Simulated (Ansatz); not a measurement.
# MgSe3: the cost of one run

Computed with Ansatz 0.2.0 (DFT PBE, scalar-relativistic, plane waves, PAW, unless a step's input says otherwise).

## Step 1: The starting structure

Symmetry: I4/mmm, No. 139, tetragonal system. Conventional cell: a = 4.696 Å, b = 4.696 Å, c = 9.651 Å, α = 90.00°, β = 90.00°, γ = 90.00°. Mg (site symmetry 4/mmm) is surrounded by 12 Se at 3.32 to 3.37 Å. Se (site symmetry -4m2) has 8 Se at 3.32 to 3.37 Å and 4 Mg at 3.37 Å as nearest neighbours. Around Se (site symmetry 4/mmm) lie 4 Mg at 3.32 Å and 8 Se at 3.37 Å.

As a file:

```cif
data_structure
_symmetry_space_group_name_H-M 'I4/mmm'
_symmetry_Int_Tables_number 139
_cell_length_a 4.6955
_cell_length_b 4.6955
_cell_length_c 9.6513
_cell_angle_alpha 90.000
_cell_angle_beta 90.000
_cell_angle_gamma 90.000
_cell_volume 212.79
loop_
_atom_site_label
_atom_site_type_symbol
_atom_site_symmetry_multiplicity
_atom_site_Wyckoff_symbol
_atom_site_fract_x
_atom_site_fract_y
_atom_site_fract_z
_atom_site_occupancy
Mg1 Mg 2 a 0.00000 0.00000 0.00000 1
Se1 Se 4 d 0.00000 0.50000 0.25000 1
Se2 Se 2 b 0.50000 0.50000 0.00000 1
```

The cell is invented: species swapped into a database cell of TaNi3 (I4/mmm, No. 139), with Mg on the Ta sites and Se on the Ni sites. The dimensions are guesses.

## Step 2: Probe: one point on a coarse mesh

The input, input.yaml:

```yaml
crystal:
  lattice:
    - [-2.34776524, 2.34776524, 4.82563806]
    - [2.34776524, -2.34776524, 4.82563806]
    - [2.34776524, 2.34776524, -4.82563806]
  atoms:
    - { symbol: Mg, position: [0.0, 0.0, 0.0] }
    - { symbol: Se, position: [0.75, 0.25, 0.5] }
    - { symbol: Se, position: [0.25, 0.75, 0.5] }
    - { symbol: Se, position: [0.5, 0.5, 0.0] }
basis:
  ecutwfc: 420
kpoints:
  mp_grid: { grid: [6, 6, 6] }
hamiltonian:
  xc: pbe
scf:
  occupations: { method: gaussian, width: 0.1 }
  lower_state_search: "off"
output:
  forces: true
  stress: true
  eigenvalues: true
```

The run is started by

```bash
$ ansatz run input.yaml --threads 1 --pin off --max-ram 2560MiB --backend cpu --events-out ev --progress --plain --runs-dir out
```

Q: Estimate wall time and peak memory on 1 thread of Intel Xeon at 2.70GHz, shared host.

About 6.3 s, with a peak of 0.43 GiB.
